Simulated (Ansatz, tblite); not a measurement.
**Cl₆Ga₃H₆Sb₃: a ladder of methods and basis sets**

Aim: run the singlet of Cl₆Ga₃H₆Sb₃ at one geometry on many levels, and compare frontier levels, spin and run time.

Method: as each input shows; program: Ansatz 0.2.0, Gaussian basis.

Plan: GFN1-xTB, GFN2-xTB, PBE-D4/def2-SVP, r2SCAN-D4/def2-SVP.

10 further runs of the same task are left out: 8 that didn't finish, 2 set aside as unsound or not needed. Runs told in other sessions of the task aren't counted.

## (1) The geometry

The geometry is that of the singlet, from an earlier relaxation (r2SCAN-D4/def2-SVP).

18 atoms, charge 0, spin multiplicity 1.

Bond lengths: Ga1–Cl2 2.167 Å, Ga1–Cl3 2.154 Å, Ga1–Sb4 2.616 Å, Sb4–Ga5 2.783 Å, Sb4–H13 1.698 Å, Sb4–H14 1.702 Å, Ga5–Cl6 2.197 Å, Ga5–Cl7 2.173 Å, Ga5–Sb8 2.642 Å, Sb8–H15 1.786 Å, Sb8–H16 1.726 Å, Ga9–Cl10 2.163 Å, Ga9–Cl11 2.175 Å, Ga9–Sb12 2.647 Å, Sb12–H17 1.718 Å, Sb12–H18 1.785 Å. Angles: Cl2–Ga1–Cl3 116.8°, Cl2–Ga1–Sb4 115.5°, Cl3–Ga1–Sb4 121.5°, Ga1–Sb4–Ga5 112.0°, Ga1–Sb4–H13 101.3°, Ga1–Sb4–H14 99.0°, Ga5–Sb4–H13 118.9°, Ga5–Sb4–H14 124.2°, H13–Sb4–H14 97.6°, Sb4–Ga5–Cl6 92.3°, Sb4–Ga5–Cl7 105.1°, Sb4–Ga5–Sb8 104.5°, Cl6–Ga5–Cl7 115.1°, Cl6–Ga5–Sb8 115.0°, Cl7–Ga5–Sb8 119.5°, Ga5–Sb8–H15 83.2°, Ga5–Sb8–H16 89.1°, H15–Sb8–H16 87.1° and more.

Sb takes a core potential in the def2 sets. No spin-orbit coupling is included.

PBE0-D4/def2-SVP was run before; its log isn't repeated, and its numbers join the tables.

## (2) GFN1-xTB

Tight binding, by tblite at 300 K electronic temperature and without a spin-polarisation term:

```python
tblite.interface.Calculator('GFN1-xTB', numbers, positions, charge=0, uhf=0).singlepoint()
```

Energy -1109.2594 eV, HOMO -11.37 eV, LUMO -8.29 eV; 0.039 s.

## (3) GFN2-xTB

Tight binding, by tblite at 300 K electronic temperature and without a spin-polarisation term:

```python
tblite.interface.Calculator('GFN2-xTB', numbers, positions, charge=0, uhf=0).singlepoint()
```

Energy -1118.2771 eV, HOMO -10.86 eV, LUMO -8.33 eV; 0.047 s.

## (4) PBE-D4/def2-SVP

start.molden holds the orbitals of an earlier run on this state, given as this run's starting guess.

Input file in.yaml:

```yaml
crystal:
  periodic: [false, false, false]
  atoms:
    - {symbol: Ga, position_ang: [1.513879, 1.832087, -0.033196]}
    - {symbol: Cl, position_ang: [2.997954, 0.257287, 0.088629]}
    - {symbol: Cl, position_ang: [2.083506, 3.765672, 0.725282]}
    - {symbol: Sb, position_ang: [-0.240560, 1.579271, -1.957428]}
    - {symbol: Ga, position_ang: [-1.947820, -0.576939, -1.534019]}
    - {symbol: Cl, position_ang: [-2.813177, 0.345786, 0.262163]}
    - {symbol: Cl, position_ang: [-3.252552, -0.615429, -3.271378]}
    - {symbol: Sb, position_ang: [-0.333880, -2.617431, -1.073768]}
    - {symbol: Ga, position_ang: [0.434441, -1.865122, 2.089773]}
    - {symbol: Cl, position_ang: [2.232562, -3.066865, 2.132475]}
    - {symbol: Cl, position_ang: [-1.389568, -2.993118, 2.453693]}
    - {symbol: Sb, position_ang: [0.537334, 0.635863, 2.951432]}
    - {symbol: H, position_ang: [-0.895728, 3.144276, -2.016287]}
    - {symbol: H, position_ang: [0.804948, 1.722175, -3.292307]}
    - {symbol: H, position_ang: [0.275688, -1.567516, 0.235901]}
    - {symbol: H, position_ang: [0.846269, -1.880843, -2.095763]}
    - {symbol: H, position_ang: [-1.176689, 0.680973, 3.056893]}
    - {symbol: H, position_ang: [0.323385, 1.219863, 1.277886]}
basis:
  gaussian: {orbitals: def2-SVP, initial_orbitals: start.molden}
hamiltonian: {xc: pbe, dispersion: d4}
scf: {omitted_lower_state_checks: [starts]}
output: {forces: true, orbitals: {seedname: orbitals}}
```

Run with:

```
ansatz run in.yaml --threads 4 --pin off --events-out ev --progress --plain --max-ram 6963MiB
```

Further steps of the session: r2SCAN-D4/def2-SVP.

**Question.** What will the summary of the whole plan be? Wanted: gap in def2-SVP, named functionals, smallest and largest; binding an atom, functionals in def2-SVP.

The runs gave:

```
                                                quantity                                value
gap in def2-SVP, named functionals, smallest and largest  2.60 eV (PBE-D4), 4.26 eV (PBE0-D4)
                binding an atom, functionals in def2-SVP   2.57 (PBE0-D4) to 2.62 eV (PBE-D4)
```

Orbital gaps of the named functionals in def2-SVP span 2.60 eV (PBE-D4) to 4.26 eV (PBE0-D4); exact exchange widens it.
